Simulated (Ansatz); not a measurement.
# C₄H₉GaS: one species, many methods

One table from this session's results is given with a row withheld; the runs are named, their logs left out.

The runs use Ansatz 0.2.0, Gaussian basis; functionals in def2-TZVPP, the program's frozen cores in correlated methods.

Levels to be run: LDA (SPW92), PBE-D4, revPBE-D4, BLYP-D4, r2SCAN-D4, B97M-V, PBE0-D4, B3LYP-D4, r2SCANh-D4, r2SCAN0-D4, HSE06-D4, BHLYP-D4, CAM-B3LYP-D4, LC-ωPBE, ωB97X-V, ωB97M-V, B2PLYP, PBE-QIDH; CCSD(T)/def2-SVP; CCSD(T)/def2-TZVPP; MP2/def2-QZVPP; extrapolation to the limit; RPA on PBE.

## Structure used throughout

All runs share one geometry, relaxed beforehand with PBE0-D4 in a triple-zeta def2 set.

SMILES `C=[C]([GaH2])CSC`, 15 atoms, charge 0, spin multiplicity 1.

Atoms are counted from 1 here; the program's logs count them from 0.

Bond lengths: C1–C2 1.327 Å, C1–H7 1.085 Å, C1–H8 1.090 Å, C2–Ga3 2.002 Å, C2–C4 1.499 Å, Ga3–H9 1.573 Å, Ga3–H10 1.573 Å, C4–S5 1.827 Å, C4–H11 1.095 Å, C4–H12 1.095 Å, S5–C6 1.798 Å, C6–H13 1.091 Å, C6–H14 1.090 Å, C6–H15 1.090 Å. Angles: C2–C1–H7 121.8°, C2–C1–H8 122.2°, H7–C1–H8 116.0°, C1–C2–Ga3 134.3°, C1–C2–C4 122.6°, Ga3–C2–C4 102.3°, C2–Ga3–H9 120.0°, C2–Ga3–H10 117.4°, H9–Ga3–H10 121.5°, C2–C4–S5 105.1°, C2–C4–H11 111.6°, C2–C4–H12 116.4°, S5–C4–H11 103.7°, S5–C4–H12 110.7°, H11–C4–H12 108.5°, C4–S5–C6 100.1°, S5–C6–H13 110.1°, S5–C6–H14 107.3° and more.

The first run:

in.yaml reads:

```yaml
crystal:
  periodic: [false, false, false]
  atoms:
    - {symbol: C, position_ang: [0.316615, -1.952182, 0.852256]}
    - {symbol: C, position_ang: [0.659994, -0.888210, 0.136647]}
    - {symbol: Ga, position_ang: [1.687199, 0.785251, 0.526093]}
    - {symbol: C, position_ang: [0.058482, -0.587944, -1.203534]}
    - {symbol: S, position_ang: [-0.215735, 1.218340, -1.209047]}
    - {symbol: C, position_ang: [-1.575768, 1.332970, -0.038310]}
    - {symbol: H, position_ang: [0.736986, -2.141151, 1.835026]}
    - {symbol: H, position_ang: [-0.393759, -2.693921, 0.486030]}
    - {symbol: H, position_ang: [1.345763, 1.638004, 1.802971]}
    - {symbol: H, position_ang: [2.997241, 1.041314, -0.305672]}
    - {symbol: H, position_ang: [0.778966, -0.744169, -2.012697]}
    - {symbol: H, position_ang: [-0.864798, -1.120530, -1.453761]}
    - {symbol: H, position_ang: [-1.360443, 0.733687, 0.847432]}
    - {symbol: H, position_ang: [-1.670761, 2.380532, 0.245881]}
    - {symbol: H, position_ang: [-2.499971, 0.998011, -0.509325]}
basis:
  gaussian: {orbitals: def2-TZVPP}
hamiltonian: {xc: lda}
output: {orbitals: {seedname: orbitals}}
```

Command:

```sh
ansatz run in.yaml --threads 2 --pin off --events-out ev --progress --plain --max-ram 32768MiB --backend cuda --devices 0, --max-vram 18GiB
```

Among the steps run: LDA; PBE-D4 (GGA); revPBE-D4 (GGA); BLYP-D4 (GGA); r2SCAN-D4 (meta-GGA); B97M-V (meta-GGA); B3LYP-D4 (hybrid); r2SCANh-D4 (hybrid); r2SCAN0-D4 (hybrid); HSE06-D4 (hybrid); BHLYP-D4 (hybrid); CAM-B3LYP-D4 (range-separated); LC-ωPBE (range-separated); ωB97X-V (range-separated); ωB97M-V (range-separated); B2PLYP (double hybrid); PBE-QIDH (double hybrid).

One of the session's tables, all rows but one given; the rest of the session is left out.

It belongs to the step «Orbital energies across the functionals». 

```
  functional  HOMO (eV)  gap (eV)
 LDA (SPW92)      -6.25      4.82
      PBE-D4      -6.12      4.94
   revPBE-D4      -6.06      4.99
     BLYP-D4          ?         ?
   r2SCAN-D4      -6.33      5.40
      B97M-V      -6.38      5.39
     PBE0-D4      -7.23      6.92
    B3LYP-D4      -7.01      6.48
  r2SCANh-D4      -6.75      6.14
  r2SCAN0-D4      -7.38      7.22
    HSE06-D4      -6.84      6.16
    BHLYP-D4      -8.19      8.70
CAM-B3LYP-D4      -8.53      9.15
     LC-ωPBE      -9.91     11.66
     ωB97X-V      -9.54     11.15
     ωB97M-V      -9.42     10.76
```

Estimate the missing values for BLYP-D4.

Worked estimate for «HOMO (eV)». Against the share of exact exchange, B3LYP-D4 (0.2, -7.01), BHLYP-D4 (0.5, -8.19) give a slope of -3.93 per unit share; at 0 the line stands at -6.22.

**Answer.** HOMO (eV): -5.97; gap (eV): 4.92. In «HOMO (eV)» the line misses by -0.25.
